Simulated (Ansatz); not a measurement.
# BrHOSn: a ladder of functionals and wavefunction methods

The task here is to estimate one member of a computed series from the others.

Program: Ansatz 0.2.0, Gaussian basis. Level of theory: functionals in def2-TZVPP, the program's frozen cores in correlated methods. These are calculated values, not measurements.

Levels to be run: LDA (SPW92), PBE-D4, revPBE-D4, BLYP-D4, r2SCAN-D4, B97M-V, PBE0-D4, B3LYP-D4, r2SCANh-D4, r2SCAN0-D4, HSE06-D4, BHLYP-D4, CAM-B3LYP-D4, LC-ωPBE, ωB97X-V, ωB97M-V, B2PLYP, PBE-QIDH; CCSD(T)/def2-SVP; CCSD(T)/def2-TZVPP; MP2/def2-QZVPP; extrapolation to the limit; RPA on PBE.

## The relaxed structure

An earlier PBE0-D4 in a triple-zeta def2 set relaxation fixed the geometry. Sn takes the def2 core potential; no spin-orbit term is included.

SMILES `[OH][Sn][Br]`, 4 atoms, charge 0, spin multiplicity 1.

Atoms are counted from 1 here; the program's logs count them from 0.

Bond lengths: O1–Sn2 1.975 Å, O1–H4 0.962 Å, Sn2–Br3 2.517 Å. Angles: Sn2–O1–H4 114.8°, O1–Sn2–Br3 94.6°.

Set-up of the first run:

File in.yaml:

```yaml
crystal:
  periodic: [false, false, false]
  atoms:
    - {symbol: O, position_ang: [-0.446336, 0.542383, -0.727755]}
    - {symbol: Sn, position_ang: [-0.328813, -0.563506, 0.903863]}
    - {symbol: Br, position_ang: [2.164204, -0.876392, 0.756342]}
    - {symbol: H, position_ang: [-1.333455, 0.837215, -0.952850]}
basis:
  gaussian: {orbitals: def2-TZVPP}
hamiltonian: {xc: lda}
output: {orbitals: {seedname: orbitals}}
```

Among the steps run: LDA; PBE-D4 (GGA); revPBE-D4 (GGA); BLYP-D4 (GGA); r2SCAN-D4 (meta-GGA); B97M-V (meta-GGA); PBE0-D4 (hybrid); B3LYP-D4 (hybrid); r2SCANh-D4 (hybrid); r2SCAN0-D4 (hybrid); HSE06-D4 (hybrid); BHLYP-D4 (hybrid); CAM-B3LYP-D4 (range-separated); LC-ωPBE-D4 (range-separated; the results give it without D4); ωB97X-V (range-separated); ωB97M-V (range-separated); B2PLYP (double hybrid); PBE-QIDH (double hybrid).

One of the session's tables, all rows but one given; the rest of the session is left out.

It belongs to the step «Frontier levels by functional». 

| functional | HOMO (eV) | LUMO (eV) | gap (eV) |
| --- | --- | --- | --- |
| LDA (SPW92) | -6.60 | -3.49 | 3.11 |
| PBE-D4 | -6.38 | -3.23 | 3.15 |
| revPBE-D4 | -6.31 | -3.13 | 3.18 |
| BLYP-D4 | -6.25 | -3.16 | 3.09 |
| r2SCAN-D4 | -6.68 | -3.18 | 3.50 |
| B97M-V | -6.57 | -3.18 | 3.39 |
| PBE0-D4 | -7.48 | -2.59 | 4.90 |
| B3LYP-D4 | -7.30 | -2.82 | 4.49 |
| r2SCANh-D4 | -7.08 | -2.93 | 4.15 |
| r2SCAN0-D4 | -7.69 | -2.56 | 5.13 |
| HSE06-D4 | -7.09 | -2.95 | 4.15 |
| BHLYP-D4 | -8.45 | -1.91 | 6.54 |
| CAM-B3LYP-D4 | -8.72 | -1.69 | 7.03 |
| LC-ωPBE | ? | ? | ? |
| ωB97X-V | -9.61 | -0.70 | 8.91 |
| ωB97M-V | -9.54 | -0.84 | 8.69 |

Estimate the missing values for LC-ωPBE.

**Answer.** HOMO (eV): -9.91; LUMO (eV): -0.62; gap (eV): 9.29. In the column «HOMO (eV)» it is the lowest.
